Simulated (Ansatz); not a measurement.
# BH3Br (doublet): from Hartree-Fock to the top rungs at distance B1–H4 along a hydrogen transfer = 1.451 Å, cc-pVDZ

The task here is to estimate one member of a computed series from the others.

Method: cc-pVDZ, core rule «outside noble gas», up to 15 orbitals frozen; program: Ansatz 0.2.0, Gaussian basis.

Plan: UHF; CCSD(T) on ROHF; CCSD(T) on UHF; BCCD(T) on ROHF; CISD; CCSDT(Q) on ROHF; CCSDT(Q) on UHF; CASSCF and MRCISD+Q, 3 electrons in 3 orbitals; CASSCF and NEVPT2, 3 electrons in 3 orbitals.

16 further runs of the same task are left out: 9 for a known fault of the program, 1 for a mislabelled method, 6 that didn't finish.

### The system

The geometry derives from fragments relaxed apart (PBE0/def2-TZVP) and kept rigid, so it is no stationary point. A hydrogen atom is moved between rigid fragments. No spin-orbit coupling is included. The filled d shell of Br may be among the frozen orbitals whatever the setting's name suggests; the logs give the count.

5 atoms, charge 0, spin multiplicity 2.

Atoms are counted from 1 here; the program's logs count them from 0.

Bond lengths: B1–H2 1.193 Å, B1–H3 1.193 Å, H4–Br5 1.633 Å. Angles: H2–B1–H3 120.0°.

The first run:

in.yaml reads:

```yaml
crystal:
  periodic: [false, false, false]
  atoms:
    - {symbol: B, position_ang: [-2.631605, 0.000000, 0.000000]}
    - {symbol: H, position_ang: [-3.228338, 1.033571, 0.000000]}
    - {symbol: H, position_ang: [-3.228338, -1.033571, 0.000000]}
    - {symbol: H, position_ang: [-1.180605, 0.000000, 0.000000]}
    - {symbol: Br, position_ang: [0.452395, 0.000000, 0.000000]}
basis:
  gaussian: {orbitals: cc-pVDZ}
magnetization: {spin_polarized: true, initial_magnetization: 1}
hamiltonian: {xc: hf}
output: {orbitals: {seedname: orbitals}}
```

On the command line:

```console
$ ansatz run in.yaml --threads 1 --pin off --events-out ev --progress --plain --max-ram 2393MiB
```

Steps of the session up to this table: UHF; CCSD(T) on ROHF; CCSD(T) on UHF; BCCD(T) on ROHF; CISD; CCSDT(Q) on ROHF; CCSDT(Q) on UHF; CASSCF and MRCISD+Q, 3 electrons in 3 orbitals; CASSCF and NEVPT2, 3 electrons in 3 orbitals.

One of the session's tables, all rows but one given; the rest of the session is left out.

```
       method  from UCCSDT(Q) (kJ/mol)
         ROHF                   +658.0
          UHF                   +636.0
         RMP2                   +101.8
         UMP2                   +108.6
         CISD                    +65.0
        RCCSD                    +14.7
        UCCSD                    +14.1
     RCCSD(T)                     +2.9
     UCCSD(T)                     +2.9
      BCCD(T)                     +2.9
       RCCSDT                     +1.0
       UCCSDT                     +0.9
    RCCSDT(Q)                     +0.1
    UCCSDT(Q)                        0
  CASSCF pair                        ?
  NEVPT2 pair                   +102.6
  MRCISD pair                    +55.6
MRCISD+Q pair                     +3.5
```

Q: Estimate the row for CASSCF pair from the others.

**Answer.** from UCCSDT(Q) (kJ/mol): +602.0. In the column «from UCCSDT(Q) (kJ/mol)» it lies between UMP2 (+108.6) and UHF (+636.0).

Among the levels timed on like hardware and quicker than the yardstick, those that no quicker one beats, quickest first: NEVPT2 pair (1.7 s, +102.6 kJ/mol); MRCISD+Q pair (1.9 s, +3.5 kJ/mol); UCCSD(T) (2.9 s, +2.9 kJ/mol); RCCSD(T) (3.5 s, +2.9 kJ/mol).

Caveats from the session: Of the multireference levels listed MRCISD+Q pair comes nearest in total energy (+3.5 kJ/mol), which doesn't show that its space is the better one. Restricted and unrestricted rows rest on different reference determinants; where their highest levels disagree by more than a few hundredths of an eV, they describe different states and don't form one ladder.
